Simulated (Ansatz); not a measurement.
The system is TiMo3.

```xyz
4
Lattice="-1.5826 2.2105 4.4751 1.5826 -2.2105 4.4751 1.5826 2.2105 -4.4751" Properties=species:S:1:pos:R:3 pbc="T T T"
Mo    1.5826    0.0000    0.0000
Mo    0.0000    0.0000    2.1785
Mo    0.0000    0.0000    6.7716
Ti    0.0000    2.2105    0.0000
```

The cell comes from a database or a generator and needn't be the stable form of this composition.

Base run:

| Item | Value |
| --- | --- |
| Program | Ansatz 0.2.0 |
| Functional | LDA |
| Potentials or basis | all-electron LAPW, scalar-relativistic |
| Cutoff | 239 eV (chosen from the basis error) |
| Basis error allowed | 0.002 eV/atom |
| k mesh | 10 × 10 × 10 |
| Occupations | fermi-dirac, width 0.05 eV |
| Spin | no spin polarisation |

Its results: pressure -10.3 GPa; largest force 0.019 eV/Å.

Question: The run is repeated on the same cell with these changes: functional from LDA to PBEsol. What comes out?

Answer: Pressure -5.5 GPa; largest force 0.026 eV/Å.

PBEsol binds less tightly than LDA, so the same cell stands under more pressure.
